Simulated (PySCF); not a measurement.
# GdH3P (Gd(PH3)3+): the cost of one run

Method: several levels, as the steps say, no spin–orbit coupling; program: PySCF 2.14.0.

1 further run of the same task is left out (for a known fault of the program).

**1. Where the work starts**

5 atoms, charge 3, spin multiplicity 1.

Bond lengths: Gd1–P2 2.928 Å, P2–H3 1.428 Å, P2–H4 1.428 Å, P2–H5 1.428 Å. Angles: Gd1–P2–H3 111.5°, Gd1–P2–H4 111.5°, Gd1–P2–H5 111.5°, H3–P2–H4 107.4°, H3–P2–H5 107.4°, H4–P2–H5 107.4°.

Coordinates:

```xyz
5
charge 3, multiplicity 1
Gd    0.00000    0.00000   -0.40723
P     0.00000    0.00000    2.52028
H     1.32852   -0.00001    3.04280
H    -0.66426    1.15054    3.04280
H    -0.66427   -1.15053    3.04280
```

Formal oxidation states: Gd +3. Each metal's 7 4f electrons lie in its core potential, so multiplicities, spins and levels count the valence alone. An earlier session relaxed this geometry at PBE0, Gd lcecp-1-SVP with ECP53, P def2-SVP, H def2-SVP (singlet, point group C3v).

At PBE0 on the finer grid: E = -377.473978 Eh, HOMO -24.16 eV, LUMO -19.56 eV, Mulliken charge on Gd1 +2.31 e, largest force component 0.025 eV/Å. 

Levels to run: B3LYP; BP86; PBE0, TZVP. Hardware: 2 threads of Arm Neoverse V2, shared host.

**2. B3LYP**

run.py (the lines that set the calculation)

```python
mol = gto.M(atom='''
Gd     0.00000     0.00000    -0.40723
P      0.00000     0.00000     2.52028
H      1.32852    -0.00001     3.04280
H     -0.66426     1.15054     3.04280
H     -0.66427    -1.15053     3.04280''',
    basis={'Gd': 'lcecp-1-SVP', 'P': 'def2-SVP', 'H': 'def2-SVP'},
    ecp={'Gd': 'lcecp-1-SVP'},
    charge=3, spin=0)
mf = dft.RKS(mol, xc='B3LYP')
mf.grids.atom_grid = (75, 302)  # f atoms: unpruned, at least (60, 302)
mf = mf.density_fit()  # fitting sets: Gd AutoAux, P def2-universal-JKFIT, H def2-universal-JKFIT
mf.conv_tol = 1e-08; mf.max_cycle = 55
mf.kernel(dm0)  # dm0: the density of the relaxed state
```

The run is started by

```console
> OMP_NUM_THREADS=2 python run.py
```

**Question.** How long does this run take on 2 threads of Arm Neoverse V2, shared host?

About 4.5 s.
